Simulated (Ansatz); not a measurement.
# ZrC+ (quartet): wave-function methods side by side, def2-SVP

An exercise on one series of results from a longer session: the logs are not shown, and one member is left open.

The runs use Ansatz 0.2.0, Gaussian basis; def2-SVP, core rule «outside noble gas», up to 5 orbitals frozen.

To be run: UHF; CCSD(T) on ROHF; CCSD(T) on UHF; CISD as a restricted active space (open shells left free, so some higher excitations enter); CCSDT(Q) on ROHF; CCSDT(Q) on UHF; CISDTQ; CCSDTQ on ROHF; CCSDTQ on UHF.

11 further runs of the same task are left out: 6 for a known fault of the program, 2 that didn't finish, 3 set aside as unsound or not needed. Runs told in other sessions of the task aren't counted.

**The geometry**

The geometry is a PBE0/def2-TZVP stationary point (not a proven minimum). No spin-orbit coupling is included. Elements past krypton take def2 core potentials.

2 atoms, charge 1, spin multiplicity 4.

Atoms are counted from 1 here; the program's logs count them from 0.

Bond lengths: Zr1–C2 1.897 Å.

Coordinates:

```
Zr    0.00000    0.00000    0.00000
C     0.00000    0.00000    1.89700
```

Set-up of the first run:

in.yaml reads:

```yaml
crystal:
  periodic: [false, false, false]
  atoms:
    - {symbol: Zr, position_ang: [0.000000, 0.000000, 0.000000]}
    - {symbol: C, position_ang: [0.000000, 0.000000, 1.897000]}
basis:
  gaussian: {orbitals: def2-SVP}
total_charge: 1
magnetization: {spin_polarized: true, initial_magnetization: 3}
hamiltonian: {xc: hf}
output: {orbitals: {seedname: orbitals}}
```

On the command line:

```sh
$ ansatz run in.yaml --threads 1 --pin off --events-out ev --progress --plain --max-ram 4160MiB --backend cpu
```

Steps of the session up to this table: UHF; CCSD(T) on ROHF; CCSD(T) on UHF; CISD as a restricted active space (open shells left free, so some higher excitations enter); CCSDT(Q) on ROHF; CCSDT(Q) on UHF; CISDTQ; CCSDTQ on ROHF; CCSDTQ on UHF.

One table of the session follows, with a row left open; its other results are not shown here.

It belongs to the step «Misses and costs». 

| method | from UCCSDTQ (kJ/mol) |
| --- | --- |
| ROHF | +470.4 |
| UHF | +422.6 |
| RMP2 | +80.3 |
| UMP2 | +131.7 |
| RCCSD | ? |
| UCCSD | +30.8 |
| RCCSD(T) | +11.4 |
| UCCSD(T) | +8.5 |
| RCCSDT | +6.6 |
| UCCSDT | +2.4 |
| RCCSDT(Q) | +3.7 |
| UCCSDT(Q) | -0.8 |
| RCCSDTQ | +2.6 |
| UCCSDTQ | 0 |

Estimate the missing values for RCCSD.

**Answer.** from UCCSDTQ (kJ/mol): +37.6. In the column «from UCCSDTQ (kJ/mol)» it lies between UCCSD (+30.8) and RMP2 (+80.3).

Limits of these values: Restricted and unrestricted rows rest on different reference determinants; a gap between their highest levels can come from leftover correlation error, from unlike frozen cores or from another state.
